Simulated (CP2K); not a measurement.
The system is NbTe.

```xyz
2
Lattice="3.4257 0.0000 0.0000 0.0000 3.4257 0.0000 0.0000 0.0000 3.4257" Properties=species:S:1:pos:R:3 pbc="T T T"
Nb    1.7128    1.7128    1.7128
Te    0.0000    0.0000    0.0000
```

The cell was built by a generator and needn't be a form met in nature.

| Quantity | Value |
| --- | --- |
| Program | CP2K 2026.2 |
| Task | single point |
| Functional | PBE |
| Potentials or basis | POTENTIAL_UZH Nb GTH-PBE-q13, Te GTH-PBE-q6; TZVP-MOLOPT-PBE-GTH basis |
| Density cutoff | 6123 eV |
| k mesh | 8 × 8 × 8 |
| Occupations | fermi-dirac, width 0.05 eV |
| Spin | no spin polarisation |

On this cell: pressure 2.6 GPa; largest force zero by symmetry; band gap on the k mesh none (metal or under the smearing width).

The same run follows on a disturbed copy (atoms moved at random, drawn with an rms of 0.05 Å):

```
Nb Te
1.0
     3.42570    0.00000    0.00000
     0.00000    3.42570    0.00000
     0.00000    0.00000    3.42570
Nb Te
1 1
Direct
  0.49310 0.50006 0.49491
  0.00901 0.99416 0.00821
```

Question: What changes?

Answer: The energy (extrapolated to zero smearing) moves by +5.5 meV/atom; pressure 2.8 GPa; largest force 0.306 eV/Å; band gap on the k mesh none (metal or under the smearing width).

Forces in eV/Å, atoms in the order of the input:
```
Nb   0.226 -0.084  0.189
Te  -0.226  0.084 -0.189
```

Stress tensor (GPa, compression positive):
```
 2.81 -0.17  0.39
-0.17  2.82 -0.14
 0.39 -0.14  2.81
```

Caveats: the basis of atomic orbitals isn't converged, which shifts pressures, moduli and gaps.
